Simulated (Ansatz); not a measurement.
# C (Graphite 2H): properties at the relaxed cell

The task here is to estimate one member of a computed series from the others.

The COD entry's cell or inner coordinates are ideal or old and differ from later refinements, so a difference from it is no clean test against experiment.

Computed with Ansatz 0.2.0 (DFT PBE+D3(BJ), scalar-relativistic, plane waves, PAW, unless a step's input says otherwise).

## Starting point

The structure is hexagonal, space group P6_3/mmc (No. 194). Conventional cell: a = 2.465 Å, b = 2.465 Å, c = 6.741 Å, α = 90.00°, β = 90.00°, γ = 120.00°. C (site symmetry -6m2) has 3 C at 1.42 Å as nearest neighbours.

As a file:

```
CELL_PARAMETERS angstrom
2.46496 0.00000 0.00000
-1.23248 2.13472 0.00000
0.00000 0.00000 6.74054
ATOMIC_POSITIONS crystal
C 0.00000 0.00000 0.00250
C 0.00000 0.00000 0.50250
C 0.33333 0.66667 0.00250
C 0.66667 0.33333 0.50250
```

This cell was relaxed beforehand with the same method: volume 8.87 Å³/atom, gap on the mesh none (metal).

Set-up of the first run:

The input, input.yaml:

```yaml
crystal:
  lattice:
    - [2.4400631265, 0.0, 0.0]
    - [-1.2200315632, 2.1131566544, 0.0]
    - [0.0, 0.0, 6.6724484985]
  atoms:
    - { symbol: C, position: [0.0, 0.0, 0.0025000117] }
    - { symbol: C, position: [0.0, 0.0, 0.5025000117] }
    - { symbol: C, position: [0.3333333333, 0.6666666667, 0.0024999883] }
    - { symbol: C, position: [0.6666666667, 0.3333333333, 0.5024999883] }
basis:
  ecutwfc: 420
kpoints:
  mp_grid: { grid: [21, 21, 6] }
hamiltonian:
  xc: pbe
  dispersion: d3bj
scf:
  occupations: { method: gaussian, width: 0.1 }
output:
  forces: true
  stress: true
  eigenvalues: true
relax:
  adjacent_minimum: "off"
  f_tol: 0.01
  max_steps: 30
  cell: { stress_tol: 0.1, fix: [volume] }
```

On the command line:

```console
> ansatz run input.yaml --threads 1 --pin off --max-ram 2560MiB --backend cpu --events-out ev --progress --plain --runs-dir out
```

Among the steps run: Volume × 0.97; Point at V/V0 = 1.03; Point at V/V0 = 0.94; The cell scaled to 1.06 of its volume; Point at V/V0 = 0.91; The cell scaled to 1.10 of its volume; Point at V/V0 = 0.88.

One of the session's tables, all rows but one given; the rest of the session is left out.

It belongs to the step «Fit of the equation of state». 

```
volume (Å³/atom)  energy above the lowest point (meV/atom)  pressure (GPa)
           7.803                                      20.7            7.89
           8.069                                      10.2            4.91
           8.335                                       4.0            2.71
           8.601                                       0.9            1.11
           8.867                                       0.0            0.00
           9.133                                       0.7           -0.77
           9.399                                         ?               ?
           9.754                                       5.7           -1.67
```

Estimate the missing values for volume (Å³/atom) = 9.399.

Worked estimate for «energy above the lowest point (meV/atom)». A straight line through the neighbours (9.133, 0.7) and (9.754, 5.7) gives 0.7 + (5.7 − 0.7) × (9.399 − 9.133) / (9.754 − 9.133) = 2.8; a parabola fitted to 3 rows on both sides gives 2.3.

As computed: energy above the lowest point (meV/atom): 2.4; pressure (GPa): -1.28. In «energy above the lowest point (meV/atom)» the line misses by +0.4 and the parabola by -0.1.
